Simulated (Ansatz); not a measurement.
# C2H6AlIO: the cost of one run

Method: RKS PBE-D4/def2-SVP, in Ansatz 0.2.0.

1 further run of the same task is left out (it didn't finish).

### 1 Starting point

Bond lengths: C1–Al2 1.940 Å, Al2–C3 1.991 Å, C3–O4 1.390 Å, C3–I5 2.130 Å, C1–H6 1.079 Å, C1–H7 1.159 Å, C1–H8 1.094 Å, Al2–H9 1.639 Å, C3–H10 1.157 Å, O4–H11 1.053 Å. Angles (14 of 16 angles, heavy atoms first): C1–Al2–C3 118.9°, Al2–C3–O4 114.3°, Al2–C3–I5 111.2°, O4–C3–I5 111.4°, C1–Al2–H9 120.0°, C3–Al2–H9 121.1°, Al2–C1–H6 113.7°, Al2–C1–H7 108.3°, Al2–C1–H8 110.4°, Al2–C3–H10 106.2°, O4–C3–H10 105.2°, I5–C3–H10 108.1°, C3–O4–H11 101.1°, H6–C1–H7 106.8°.

As a file:

```xyz
11

C    -1.7345   -0.2075    0.4756
Al    0.1335   -0.0399    0.9705
C     1.4902    0.2070   -0.4653
O     1.5933   -0.8637   -1.3460
I     1.1863    2.0402   -1.5054
H    -1.9291   -1.0150   -0.2124
H    -2.0599    0.7697   -0.0551
H    -2.3610   -0.2767    1.3698
H     0.5738   -0.1096    2.5475
H     2.5166    0.2616    0.0667
H     0.6561   -0.8231   -1.8253
```

### 2 End point A

File input.yaml:

```yaml
crystal:
  periodic: [false, false, false]
  atoms:
    - { symbol: C, position_ang: [-1.7345, -0.2075, 0.4756] }
    - { symbol: Al, position_ang: [0.1335, -0.0399, 0.9705] }
    - { symbol: C, position_ang: [1.4902, 0.207, -0.4653] }
    - { symbol: O, position_ang: [1.5933, -0.8637, -1.346] }
    - { symbol: I, position_ang: [1.1863, 2.0402, -1.5054] }
    - { symbol: H, position_ang: [-1.9291, -1.015, -0.2124] }
    - { symbol: H, position_ang: [-2.0599, 0.7697, -0.0551] }
    - { symbol: H, position_ang: [-2.361, -0.2767, 1.3698] }
    - { symbol: H, position_ang: [0.5738, -0.1096, 2.5475] }
    - { symbol: H, position_ang: [2.5166, 0.2616, 0.0667] }
    - { symbol: H, position_ang: [0.6561, -0.8231, -1.8253] }
basis:
  gaussian: { orbitals: def2-SVP }
hamiltonian:
  xc: pbe
  dispersion: d4
relax:
  f_tol: 0.015
  max_steps: 40
```

Launch:

```console
$ ansatz run input.yaml --threads 2 --pin off --max-ram 3072MiB --backend cpu --events-out ev --progress --plain --runs-dir out
```

Q: Estimate wall time and peak memory on 2 threads of Arm Neoverse V1, shared host.

About 76 s, with a peak of 0.16 GiB.
